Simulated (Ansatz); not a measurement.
Input of an Ansatz 0.2.0 run:

Contents of input.yaml:

```yaml
crystal:
  lattice:
    - [3.60358, 0.0, 0.0]
    - [-1.80179, 3.12079, 0.0]
    - [0.0, 0.0, 19.06651]
  atoms:
    - { symbol: Cs, position: [0.0, 0.0, 0.37399] }
    - { symbol: Li, position: [0.66667, 0.33333, 0.01607] }
    - { symbol: Cr, position: [0.0, 0.0, 0.86637], spin: 3.0 }
    - { symbol: Cr, position: [0.33333, 0.66667, 0.16833], spin: 3.0 }
    - { symbol: Te, position: [0.33333, 0.66667, 0.53891] }
    - { symbol: Te, position: [0.66667, 0.33333, 0.77276] }
    - { symbol: S, position: [0.0, 0.0, 0.1003] }
    - { symbol: S, position: [0.33333, 0.66667, 0.9292] }
    - { symbol: S, position: [0.66667, 0.33333, 0.23408] }
hamiltonian:
  xc: pbesol
  pseudopotentials: { kind: paw }
magnetization:
  spin_polarized: true
kpoints:
  mp_grid: { grid: [6, 6, 1] }
scf:
  occupations: { method: fermi_dirac, width: 0.05 }
output:
  forces: true
  stress: true
  eigenvalues: true
  write_density: true
  write_potential: true
  elf: true
  volumetric_format: npy
relax:
  f_tol: 0.01
  max_steps: 40
  cell: { stress_tol: 0.05 }
```

Potentials or basis: Ansatz PAW.

Launch:

```sh
$ ansatz run input.yaml --threads 8 --pin off --max-ram 20480MiB --backend cpu --events-out ev --progress --plain --runs-dir out
```

**Question.** Predict the net moment.

**Answer.** 5.60 μB per cell.

**Question.** Predict the space group after relaxing (to 0.05 Å).

**Answer.** P3m1 (No. 156).

Forces on the atoms (eV/Å):
```
Cs   0.000  0.000  0.000
Li   0.000  0.000 -0.001
Cr   0.000  0.000 -0.003
Cr   0.000  0.000  0.003
Te   0.000  0.000  0.001
Te   0.000  0.000 -0.001
S    0.000  0.000 -0.001
S    0.000  0.000  0.002
S    0.000  0.000  0.000
```

Caveat: the plane-wave basis is chosen anew once the cell has moved, so the energies of steps on either side of that aren't comparable; only a ferromagnetic start was run, and an antiferromagnetic order may lie lower in energy; the PAW data sets come from PBE, with cores solved anew for the run's functional, which leaves a small shift of forces and pressure. The run has no spin-orbit coupling, so splittings on Cs, Te are missing.
